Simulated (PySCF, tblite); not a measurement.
# C6H10BO2+: geometry, infrared bands and NMR shifts

Aim: predict the infrared bands and NMR shifts of C6H10BO2+ (`COB(OC)c1c[c+]1C`).

The runs use tblite 0.8.0 and PySCF 2.14.0, with density-fitted response routines of our own; the level of theory stands in each step. All values are computed, except where a source is named. Atoms are numbered from 0 throughout.

## Step 1: The starting structure

19 atoms, charge 1, multiplicity 1; geometry from: force field or distance geometry start.

Bonds of the start (Å): C0–O1 1.41, O1–B2 1.48, B2–O3 1.47, O3–C4 1.40, B2–C5 1.54, C5–C6 1.38, C6–C7 1.38, C7–C8 1.49, C7–C5 1.39, C0–H9 1.11, C0–H10 1.11, C0–H11 1.11, C4–H12 1.11, C4–H13 1.09, C4–H14 1.13, C6–H15 1.09, C8–H16 1.12, C8–H17 1.11, C8–H18 1.11.

## Step 2: Relaxing the molecule with GFN2-xTB

The job: settings as JSON, then the geometry in Å.

```
{"job": {"kind": "relax", "xc": "GFN2-xTB", "basis": "xTB"}, "charge": 1, "multiplicity": 1}
C     -2.127500    -1.836100    -0.474000
O     -1.667000    -0.573100    -0.908500
B     -0.802200    -0.092600     0.195600
O     -1.210900     1.191200     0.780400
C     -1.734000     1.946900    -0.273400
C      0.682900    -0.487800     0.209600
C      1.656700    -1.465700     0.264100
C      2.029400    -0.135000     0.192800
C      3.160400     0.829900     0.129600
H     -3.102100    -1.701900     0.042000
H     -2.184100    -2.481600    -1.376700
H     -1.410200    -2.221400     0.285200
H     -2.578900     1.350000    -0.687500
H     -2.010800     2.956300     0.044500
H     -0.927100     1.953300    -1.058200
H      1.943400    -2.518900     0.341500
H      2.828200     1.724200    -0.463500
H      3.408000     1.165900     1.163400
H      4.035900     0.405700    -0.399300
```

On the command line:

```sh
> OMP_NUM_THREADS=1 python probes_run.py task.json out
```

This one command runs all jobs of the session in turn.

**Question.** This job is followed by: GFN2-xTB harmonic vibrations, gas phase; GIAO PBE0/pcSseg-1 NMR shielding, non-relativistic, gas phase. What will the session give for the following? strongest single infrared mode (GFN2-xTB); zero-point energy (GFN2-xTB); 13C shifts against TMS (PBE0/pcSseg-1, means over atoms taken as alike); 1H shifts against TMS (PBE0/pcSseg-1, means over atoms taken as alike); 17O shifts against H2O (PBE0/pcSseg-1, means over atoms taken as alike); 11B shifts against BF3·OEt2 (PBE0/pcSseg-1).

**Answer**, as computed:

| quantity | value |
| --- | --- |
| strongest single infrared mode (GFN2-xTB) | 1359 cm⁻¹, 343 km/mol |
| zero-point energy (GFN2-xTB) | 92.4 kcal/mol |
| 13C shifts against TMS (PBE0/pcSseg-1, means over atoms taken as alike) | 202.6, 193.1, 183.8, 57.6, 16.5 ppm |
| 1H shifts against TMS (PBE0/pcSseg-1, means over atoms taken as alike) | 10.38, 4.57, 3.74 ppm |
| 17O shifts against H2O (PBE0/pcSseg-1, means over atoms taken as alike) | 136.3 ppm |
| 11B shifts against BF3·OEt2 (PBE0/pcSseg-1) | 16.0 ppm |

The optimisation took 95 steps and gained 2.217 eV; among the close pairs (by a distance rule), O1–B2 changed most, from 1.482 to 1.328 Å. The lowest mode is imaginary (35i cm⁻¹), so the xTB geometry is not a minimum. The strongest single mode, at 1359 cm⁻¹, is spread over many atoms; the largest shares are those of B2. Unscaled tight-binding wavenumbers are off by several per cent, some by more. Its intensities can rank the bands wrongly.
